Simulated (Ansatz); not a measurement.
# AlClH5NSi: the cost of one run

Program: Ansatz 0.2.0, Gaussian basis. Level of theory: the settings change from run to run. These are calculated values, not measurements.

### Step 1. The relaxed structure

An earlier PBE0-D4 in a triple-zeta def2 set relaxation fixed the geometry.

9 atoms, charge 0, spin multiplicity 1.

Atoms are counted from 1 here; the program's logs count them from 0.

Bond lengths: Si1–N2 1.731 Å, Si1–H5 1.489 Å, Si1–H6 1.489 Å, Si1–H7 1.482 Å, N2–Al3 1.771 Å, N2–H8 1.013 Å, Al3–Cl4 2.093 Å, Al3–H9 1.571 Å. Angles: N2–Si1–H5 111.4°, N2–Si1–H6 111.5°, N2–Si1–H7 107.9°, H5–Si1–H6 107.3°, H5–Si1–H7 109.4°, H6–Si1–H7 109.4°, Si1–N2–Al3 132.0°, Si1–N2–H8 113.8°, Al3–N2–H8 114.2°, N2–Al3–Cl4 118.8°, N2–Al3–H9 120.8°, Cl4–Al3–H9 120.4°.

### Step 2. B97/aug-pcseg-2

Options: relativity set to none, high accuracy.

Input file in.yaml:

```yaml
crystal:
  periodic: [false, false, false]
  atoms:
    - {symbol: Si, position_ang: [-0.159316, 0.779592, -1.179306]}
    - {symbol: N, position_ang: [-0.206874, -0.613268, -0.151885]}
    - {symbol: Al, position_ang: [0.277014, -0.858869, 1.533774]}
    - {symbol: Cl, position_ang: [1.071887, 0.755942, 2.601440]}
    - {symbol: H, position_ang: [0.683651, 0.539398, -2.383314]}
    - {symbol: H, position_ang: [-1.519850, 1.149380, -1.659031]}
    - {symbol: H, position_ang: [0.408738, 1.904100, -0.398075]}
    - {symbol: H, position_ang: [-0.582070, -1.440447, -0.601164]}
    - {symbol: H, position_ang: [0.115419, -2.262027, 2.220462]}
basis:
  gaussian: {orbitals: aug-pcseg-2}
hamiltonian: {xc: {name: B97}, pseudopotentials: {relativity: none}}
accuracy: high
output: {forces: true}
```

Command:

```
$ ansatz run in.yaml --threads 2 --pin off --events-out ev --progress --plain --max-ram 4352MiB
```

Q: Estimate wall time and peak memory on 2 threads of Arm Neoverse V1, shared host.

About 2.6 min, with a peak of 3.4 GiB.
